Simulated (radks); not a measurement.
**Ir¹⁵⁺ in [Kr] 4d10 4f12 5s2 5f2: an all-electron calculation**

The task here is to estimate one member of a computed series from the others.

Method: scalar-relativistic Kohn-Sham, PBEsol, spin-unpolarised, spherical densities, point nucleus. Code: radks (a radial shooting solver on a logarithmic mesh, Libxc functionals) version 1.

### Starting point

```
element       : iridium (Z = 77)
charge        : +15
electrons     : 62
configuration : [Kr] 4d10 4f12 5s2 5f2
```

Outer shells as boxes (Hund's rule):

Ir¹⁵⁺
```
[Kr] core
4d [↑↓][↑↓][↑↓][↑↓][↑↓]
4f [↑↓][↑↓][↑↓][↑↓][↑↓][↑ ][↑ ]
5s [↑↓]
5f [↑ ][↑ ][  ][  ][  ][  ][  ]
```

Set-up of the first run:

Settings of this run:

```text
Z 77
configuration [Kr] 4d10 4f12 5s2 5f2
relativity scalar-relativistic
functional pbe_sol,pbe_sol
spin unpolarised
nucleus point
c 137.035999084
```

One table of the session follows, with a row left open; its other results are not shown here.

It belongs to the step «Orbitals and density». Sizes of the orbitals, from the radial functions (bohr):

| level | <r> | outermost maximum (interpolated) | 90 % within | nodes |
| --- | --- | --- | --- | --- |
| 1s | 0.01744 | 0.0108 | 0.0318 | 0 |
| 2s | 0.07361 | 0.0623 | 0.114 | 1 |
| 2p | 0.06624 | 0.0514 | 0.108 | 0 |
| 3s | 0.1904 | 0.176 | 0.279 | 2 |
| 3p | 0.1912 | 0.174 | 0.286 | 1 |
| 3d | 0.1732 | 0.142 | 0.269 | 0 |
| 4s | 0.4204 | 0.396 | 0.602 | 3 |
| 4p | 0.4458 | 0.416 | 0.645 | 2 |
| 4d | 0.4684 | 0.423 | 0.696 | 1 |
| 4f | 0.4915 | 0.385 | 0.774 | 0 |
| 5s | ? | ? | ? | ? |
| 5f | 1.270 | 1.21 | 1.84 | 1 |

Estimate the missing values for 5s.

As computed: <r>: 0.8746; outermost maximum (interpolated): 0.838; 90 % within: 1.23; nodes: 4. In the column «<r>» it lies between 4f (0.4915) and 5f (1.270).
